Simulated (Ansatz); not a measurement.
# B13C2: the cost of one run

Method: DFT PBEsol, scalar-relativistic, plane waves, PAW, in Ansatz 0.2.0.

## 1. The system as given

It takes space group R-3m (No. 166, trigonal). Conventional cell: a = 5.635 Å, b = 5.635 Å, c = 12.057 Å, α = 90.00°, β = 90.00°, γ = 120.00°. B (site symmetry -3m) has 2 C at 1.44 Å as nearest neighbours. B (site symmetry m) has 1 C at 1.60 Å and 5 B at 1.78 to 1.81 Å as nearest neighbours. Around B (site symmetry m) lie 6 B at 1.76 to 1.81 Å. Around C (site symmetry 3m) lie 4 B at 1.44 to 1.60 Å.

Coordinates:

```cif
data_structure
_symmetry_space_group_name_H-M 'P 1'
_symmetry_Int_Tables_number 1
_cell_length_a 5.1707
_cell_length_b 5.1707
_cell_length_c 5.1707
_cell_angle_alpha 66.037
_cell_angle_beta 66.037
_cell_angle_gamma 66.037
_cell_volume 110.52
loop_
_atom_site_label
_atom_site_type_symbol
_atom_site_fract_x
_atom_site_fract_y
_atom_site_fract_z
_atom_site_occupancy
B1 B 0.50000 0.50000 0.50000 1
B2 B 0.80344 0.31844 0.80344 1
B3 B 0.80344 0.80344 0.31844 1
B4 B 0.31844 0.80344 0.80344 1
B5 B 0.68156 0.19656 0.19656 1
B6 B 0.19656 0.68156 0.19656 1
B7 B 0.19656 0.19656 0.68156 1
B8 B 0.00800 0.32384 0.00800 1
B9 B 0.00800 0.00800 0.32384 1
B10 B 0.32384 0.00800 0.00800 1
B11 B 0.67616 0.99200 0.99200 1
B12 B 0.99200 0.67616 0.99200 1
B13 B 0.99200 0.99200 0.67616 1
C1 C 0.61967 0.61967 0.61967 1
C2 C 0.38033 0.38033 0.38033 1
```

It goes back to an entry of the Materials Project.

It is the result of an earlier relaxation at this level (volume 7.37 Å³/atom; gap on the mesh: none (metal)).

## 2. The cell scaled to 0.97 of its volume

input.yaml

```yaml
crystal:
  lattice:
    - [2.7890855338, 1.6102792837, 3.9782525322]
    - [-2.7890855338, 1.6102792837, 3.9782525322]
    - [0.0, -3.2205585674, 3.9782525321]
  atoms:
    - { symbol: B, position: [0.5, 0.5, 0.5] }
    - { symbol: B, position: [0.8034369729, 0.3184411634, 0.8034369729] }
    - { symbol: B, position: [0.8034369729, 0.8034369729, 0.3184411634] }
    - { symbol: B, position: [0.3184411634, 0.8034369729, 0.8034369729] }
    - { symbol: B, position: [0.6815588366, 0.1965630271, 0.1965630271] }
    - { symbol: B, position: [0.1965630271, 0.6815588366, 0.1965630271] }
    - { symbol: B, position: [0.1965630271, 0.1965630271, 0.6815588366] }
    - { symbol: B, position: [0.0079969304, 0.3238400597, 0.0079969304] }
    - { symbol: B, position: [0.0079969304, 0.0079969304, 0.3238400597] }
    - { symbol: B, position: [0.3238400597, 0.0079969304, 0.0079969304] }
    - { symbol: B, position: [0.6761599403, 0.9920030696, 0.9920030696] }
    - { symbol: B, position: [0.9920030696, 0.6761599403, 0.9920030696] }
    - { symbol: B, position: [0.9920030696, 0.9920030696, 0.6761599403] }
    - { symbol: C, position: [0.6196730167, 0.6196730167, 0.6196730167] }
    - { symbol: C, position: [0.3803269833, 0.3803269833, 0.3803269833] }
basis:
  ecutwfc: 420
kpoints:
  mp_grid: { grid: [9, 9, 9] }
hamiltonian:
  xc: pbesol
scf:
  occupations: { method: gaussian, width: 0.1 }
output:
  forces: true
  stress: true
  eigenvalues: true
relax:
  adjacent_minimum: "off"
  f_tol: 0.01
  max_steps: 30
  cell: { stress_tol: 0.1, fix: [volume] }
```

Launch:

```console
$ ansatz run input.yaml --threads 4 --pin off --max-ram 10240MiB --backend cpu --events-out ev --progress --plain --runs-dir out
```

Q: Estimate wall time and peak memory on 4 threads of Intel Xeon 6975P-C (Granite Rapids), shared host.

About 14 s, with a peak of 0.68 GiB.
